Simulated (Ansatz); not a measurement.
Here is an Ansatz input file for SiC, space group F-43m. Write the same calculation for the Python package.

```yaml
crystal:
  lattice:
    - [0.0, 2.179, 2.179]
    - [2.179, 0.0, 2.179]
    - [2.179, 2.179, 0.0]
  atoms:
    - { symbol: Si, position: [0.0, 0.0, 0.0] }
    - { symbol: C, position: [0.25, 0.25, 0.25] }
basis:
  ecutwfc: 500.0
kpoints:
  mp_grid:
    grid: [8, 8, 8]
    shift: [0.0, 0.0, 0.0]
hamiltonian:
  xc: r2scan
  pseudopotentials:
    kind: paw
scf:
  convergence:
    dr2_threshold: 1.0e-09
  occupations:
    method: fixed
relax:
  cell:
    stress_tol: 0.01
    fix: [c/a, angles]
```

`vcrelax.py`:
```python
import warnings

import ansatz as az
from ase import Atoms
from ase.io import write
import numpy as np

def edges_and_angles(cell):
    cell = np.asarray(cell)
    a, b, c = np.linalg.norm(cell, axis=1)
    cosines = cell[1] @ cell[2] / (b * c), cell[0] @ cell[2] / (a * c), cell[0] @ cell[1] / (a * b)
    return (a, b, c, *np.degrees(np.arccos(cosines)))


def main() -> None:
    warnings.simplefilter("ignore", az.DeckWarning)

    vectors = np.array([
        [0.0, 2.179, 2.179],
        [2.179, 0.0, 2.179],
        [2.179, 2.179, 0.0],
    ])
    structure = (
        az.Lattice.of(vectors)
        .atom("Si", [0.0, 0.0, 0.0])
        .atom("C", [0.25, 0.25, 0.25])
    )

    calculation = (
        structure.calculation()
        .functional("r2scan")
        .pseudopotentials("paw")
        .basis(500)
        .kpoints(mesh=(8, 8, 8), center="gamma")
        .occupations(az.OccupationsMethod.FIXED)
        .scf(tolerance=1e-09)
        .relax(fix_cell=["c/a", "angles"], stress_tolerance=0.01)
    )
    steps = []


    def collect(event):
        if event["event"] == "relax_step":
            steps.append(event["data"])


    outcome = calculation.session().plan().execute(on_event=collect)
    report = outcome.report
    print("step   energy (eV)     max comp. (eV/A)   P (GPa)  SCF")
    for s in steps:
        print(f"{s['step']:4d} {s['lagrangian_ev']:15.5f} {s['allowed_force_max_ev_ang']:12.4f} {s['pressure_gpa']:10.3f} {s['n_scf']:5d}")

    first, last = steps[0], steps[-1]
    symbols = [site.symbol for site in outcome.lattice.sites]
    print(f"energy gained {first['lagrangian_ev'] - last['lagrangian_ev']:.4f} eV in {len(steps) - 1} steps")
    for label, vectors in (("before", first["cell_ang"]), ("after", outcome.lattice.cell_ang)):
        print(label, "a b c (A) {:.4f} {:.4f} {:.4f}  angles {:.2f} {:.2f} {:.2f}".format(*edges_and_angles(vectors)), f" V = {abs(np.linalg.det(vectors)):.3f} A^3")
    print("final stress xx yy zz (GPa, compression positive):", np.round(np.diag(report["stress_gpa"]), 3) + 0.0)

    relaxed = Atoms(symbols, positions=[site.position_ang for site in outcome.lattice.sites], cell=outcome.lattice.cell_ang, pbc=True)
    write("relaxed.extxyz", relaxed, format="extxyz")

    print("atom   start x y z (A)              end x y z (A)")
    for symbol, a, b in zip(symbols, first["positions_ang"], last["positions_ang"]):
        print(f"{symbol:3s}", " ".join(f"{v:8.4f}" for v in a), "  ", " ".join(f"{v:8.4f}" for v in b))

    print("relaxed fractional positions")
    for site in outcome.lattice.sites:
        print(f"  {site.symbol:2s}", " ".join(f"{v % 1:8.5f}" for v in np.round(site.position_frac, 5)))

    print("%-22s %14.5f eV" % ("F = E - TS", report["free_energy_ev"]))
    print("%-22s %14.5f eV" % ("E", report["internal_energy_ev"]))
    print("%-22s %14.5f eV" % ("Harris-Foulkes", report["harris_foulkes_ev"]))
    print("%-22s %14.5f eV" % ("Fermi level", report["fermi_energy_ev"]))


if __name__ == "__main__":
    main()
```

Output of `python vcrelax.py`:
```text
step   energy (eV)     max comp. (eV/A)   P (GPa)  SCF
   1      -891.33299       0.0000     -0.256     8
   2      -891.33300       0.0000     -0.117     4
   3      -891.33301       0.0000     -0.000     4
   4      -891.33301       0.0000      0.000     3
energy gained 0.0000 eV in 3 steps
before a b c (A) 3.0816 3.0816 3.0816  angles 60.00 60.00 60.00  V = 20.692 A^3
after a b c (A) 3.0804 3.0804 3.0804  angles 60.00 60.00 60.00  V = 20.669 A^3
final stress xx yy zz (GPa, compression positive): [0. 0. 0.]
atom   start x y z (A)              end x y z (A)
Si    0.0000   0.0000   0.0000      0.0000   0.0000   0.0000
C     1.0895   1.0895   1.0895      1.0891   1.0891   1.0891
relaxed fractional positions
  Si  0.00000  0.00000  0.00000
  C   0.25000  0.25000  0.25000
F = E - TS                 -891.33301 eV
E                          -891.33301 eV
Harris-Foulkes             -891.33301 eV
Fermi level                   9.37621 eV
```

Total energies depend on the potentials; only differences at equal settings carry meaning. A total without «per atom» is that of the whole cell that was run. Forces vanish by symmetry, so the ions can't move, and the end may be a saddle. The Fermi level of a run with fixed occupations marks the highest occupied state on its mesh, not mid-gap. An absolute Fermi energy rests on an arbitrary zero of the periodic potential and has no direct meaning. Energies along a relaxation are free energies. Rows at an unchanged volume are solved on a plane-wave basis chosen afresh for that cell, so the energy can jump there; the script counts such rows among its steps. The program warned that this SCF threshold is loose for forces or stresses. Edges and angles are those of the cell as typed, here a primitive one, not of the conventional cell. The starting cell is as deposited in a crystallographic database; the results hold for this polymorph, which needn't be the stable one. The script silences the warnings on its input, which a real study should read. The whole script took 18 s on 1 thread of Arm Neoverse V2, with other jobs on the host, peak memory 0.52 GiB.

(Lines on the test bed's own set-up are left out of the output.)
